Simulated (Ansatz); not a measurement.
# C2H6Si2: the cost of one run

All numbers below are computed with Ansatz 0.2.0 (RKS PBE0-D4/STO-3G).

### Step 1. Starting point

Bond lengths: Si1–C2 1.696 Å, C2–C3 1.497 Å, C3–Si4 1.907 Å, Si1–H5 1.452 Å, C3–H6 1.094 Å, C3–H7 1.094 Å, Si4–H8 1.464 Å, Si4–H9 1.467 Å, Si4–H10 1.469 Å. Angles: Si1–C2–C3 134.0°, C2–Si1–H5 165.5°, C2–C3–Si4 114.2°, C2–C3–H6 112.1°, C2–C3–H7 106.5°, Si4–C3–H6 108.9°, Si4–C3–H7 108.4°, H6–C3–H7 106.2°, C3–Si4–H8 110.8°, C3–Si4–H9 109.3°, C3–Si4–H10 109.3°, H8–Si4–H9 109.5°, H8–Si4–H10 108.9°, H9–Si4–H10 109.0°.

Structure file:

```xyz
10

Si   -0.9881    1.5860   -1.7115
C     0.3505    0.6867   -1.1867
C     0.8620    0.2701    0.1566
Si   -0.0744   -1.2011    0.9275
H    -1.9727    2.3179   -2.4877
H     0.8686    1.0994    0.8702
H     1.9069   -0.0206    0.0154
H    -0.0702   -2.3518    0.0231
H    -1.4589   -0.8020    1.2058
H     0.5764   -1.5846    2.1874
```

### Step 2. Relaxing end A

input.yaml reads:

```yaml
crystal:
  periodic: [false, false, false]
  atoms:
    - { symbol: Si, position_ang: [-0.98814, 1.586, -1.71154] }
    - { symbol: C, position_ang: [0.35046, 0.68674, -1.18673] }
    - { symbol: C, position_ang: [0.86197, 0.27006, 0.15658] }
    - { symbol: Si, position_ang: [-0.07441, -1.20115, 0.9275] }
    - { symbol: H, position_ang: [-1.97272, 2.31791, -2.48773] }
    - { symbol: H, position_ang: [0.86863, 1.09936, 0.87019] }
    - { symbol: H, position_ang: [1.90686, -0.02056, 0.01543] }
    - { symbol: H, position_ang: [-0.07017, -2.35182, 0.0231] }
    - { symbol: H, position_ang: [-1.45887, -0.80198, 1.20581] }
    - { symbol: H, position_ang: [0.5764, -1.58457, 2.1874] }
basis:
  gaussian: { orbitals: STO-3G }
hamiltonian:
  xc: pbe0
  dispersion: d4
relax:
  f_tol: 0.015
  max_steps: 40
```

Started as:

```
$ ansatz run input.yaml --threads 1 --pin off --max-ram 2048MiB --backend cpu --events-out ev --progress --plain --runs-dir out
```

What time and memory should one allow on 1 thread of Arm Neoverse V2, shared host?

About 27 s, with a peak of 0.1 GiB.
